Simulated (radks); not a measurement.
# Valence configurations of C⁺

One table from this session's results is given with a row withheld; the runs are named, their logs left out.

Method: non-relativistic Kohn-Sham, BLYP, spin-polarised, spherical densities, point nucleus; open shells are filled with parallel spins first. Code: radks (a radial shooting solver on a logarithmic mesh, Libxc functionals) version 1.

## The system

* element: carbon (Z = 6)
* charge: +1
* electrons: 5
* configuration: [He] 2s2 2p1
* others tried: 2p3; 2s1 2p2; 2s1.5 2p1.5

The outer shells:

C⁺
```
[He] core
2s [↑↓]
2p [↑ ][  ][  ]
```

Set-up of the first run:

Settings of this run:

```text
Z 6
configuration [He] 2s2 2p1
relativity non-relativistic
functional b88,lyp
spin polarised
nucleus point
```

Steps of the session up to this table: [He] 2s2 2p1.

One of the session's tables, all rows but one given; the rest of the session is left out.

It belongs to the step «[He] 2s2 2p1». Radial moments (bohr):

```
  level     <r>  outermost maximum (interpolated)  90 % within
  1s up  0.2709                             0.174        0.487
1s down  0.2705                             0.174        0.486
  2s up   1.453                              1.16         2.29
2s down   1.481                              1.17         2.34
  2p up   1.482                              1.09         2.48
2p down       ?                                 ?            ?
```

Estimate the missing values for 2p down.

**Answer.** <r>: 1.535; outermost maximum (interpolated): 1.11; 90 % within: 2.59. In the column «<r>» it is the highest.
